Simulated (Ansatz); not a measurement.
# AsHO (triplet): from a generated start to a stationary point

Aim: relax a generated start of AsHO (triplet) and see which bonds hold.

The runs use Ansatz 0.2.0, Gaussian basis; UKS PBE0/def2-TZVP.

### Step 1. The starting structure

3 atoms, charge 0, spin multiplicity 3.

Atoms are counted from 1 here; the program's logs count them from 0.

Bond lengths: O1–As2 1.642 Å, As2–H3 1.519 Å. Angles: O1–As2–H3 101.6°.

Geometry (Å):

```
O    -1.3316    0.2742   -0.0038
As    0.2724   -0.0762    0.0008
H     0.8896    1.3120   -0.0030
```

The start was built by rule and, where that kept it together, relaxed with GFN2-xTB. Sticks and bond lists go by distance. No spin-orbit coupling is included. 

### Step 2. The run

File in.yaml:

```yaml
crystal:
  periodic: [false, false, false]
  atoms:
    - {symbol: O, position_ang: [-1.331570, 0.274196, -0.003788]}
    - {symbol: As, position_ang: [0.272387, -0.076205, 0.000849]}
    - {symbol: H, position_ang: [0.889561, 1.312039, -0.002972]}
basis:
  gaussian: {orbitals: def2-TZVP}
magnetization: {spin_polarized: true, initial_magnetization: 2}
hamiltonian: {xc: pbe0}
relax: {f_tol: 0.004, max_steps: 80}
```

The run is started by

```bash
$ ansatz run in.yaml --threads 1 --pin off --events-out ev --progress --plain --max-ram 2176MiB
```

Q: Predict the outcome of this session. Wanted: energy gained; shift from the start; total energy; dipole moment; ⟨S²⟩.

The runs gave:

| quantity | value |
| --- | --- |
| steps | 6 |
| energy gained | 0.084 eV |
| shift from the start (rms) | 0.064 Å |
| total energy | -62893.2948 eV |
| dipole moment | 1.93 D |
| ⟨S²⟩ | 2.012 |

**Reading.** The bonds of the start are those of the end. O1–As2 went from 1.642 to 1.723 Å. No vibrations were run, so this is a stationary point, not a proven minimum, and this spin need not be the ground state's.
